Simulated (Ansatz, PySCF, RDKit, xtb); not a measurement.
**Isomers of C3H4Cl2F2, a sample narrowed down**

Which of a sample of isomers of C3H4Cl2F2 is the most stable in the gas at 298.15 K, and what are its properties? The sample is small against all isomers, and the most stable one of this formula need not be in it.

The funnel: GFN2-xTB relaxations, single points with a density functional, relaxations at B3LYP-D3(BJ)/def2-SVP, harmonic vibrations (at GFN2-xTB), and a last energy at a higher level. All values are calculated.

## 1. Drawing up candidates

Isomers were taken from a list of plausible structures; this is a sample, not all of them. That gives 5 candidates.

```tsv
label	SMILES	spin
c072	FC(F)(CCl)CCl	singlet
c153	C[C@H](F)C(F)(Cl)Cl	singlet
c292	FC[C@H](F)C(Cl)Cl	singlet
c354	F[C@H](CCl)[C@@H](F)Cl	singlet
c702	FC[C@](F)(Cl)CCl	singlet
```

Candidates are built by distance geometry, with a force field where one applies, in up to four conformers (letters a to d).

**Question.** With final energies at CCSD(T)/def2-SVP + MP2/def2-TZVPP - MP2/def2-SVP, which structure will this search put lowest in free energy, and by what margin?

| quantity | value |
| --- | --- |
| lowest structure found | FC(F)(CCl)CCl, singlet |
| next finalist | FC[C@](F)(Cl)CCl, singlet, 7.7 kcal/mol higher in G |
| share at equilibrium, among the finalists | 100.0 % |
| dipole moment (PBE0/def2-SVPD) | 0.04 D |
| HOMO energy (PBE0/def2-SVPD) | -9.00 eV |
| LUMO energy (PBE0/def2-SVPD) | -0.17 eV |
| HOMO–LUMO gap (PBE0/def2-SVPD) | 8.83 eV |
| lowest excitation (TD-PBE0/def2-SVPD) | 7.26 eV (f = 0.004) |
| strongest of the states computed, same level | 8.14 eV (f = 0.014) |
| lowest triplet excitation, same level, Tamm-Dancoff | 6.51 eV |
| vertical ionisation energy | 11.00 eV |
| vertical electron affinity | -1.24 eV (unbound: the value depends on the basis) |
| vertical triplet less singlet | +6.65 eV |

The search ends on `FC(F)(CCl)CCl`. The margin of 7.7 kcal/mol over the next finalist is beyond the usual error of the last level; it says nothing of structures that weren't ranked. GFN2-xTB, HF/STO-3G, r2SCAN-D4/def2-SVP, B3LYP-D3(BJ)/def2-SVP, HF/def2-SVP and MP2/def2-SVP already put its bonding pattern lowest among the structures in one piece. 9 minima inside the window were never screened. Lowest found is not proven lowest: the search is finite, and each finalist counts with one conformer. Only 5 drawn patterns were tried, so whole families of isomers are missing, and the result ranks this sample alone. The lowest isomer need not be the one that is made and kept in a bottle, which depends on barriers.
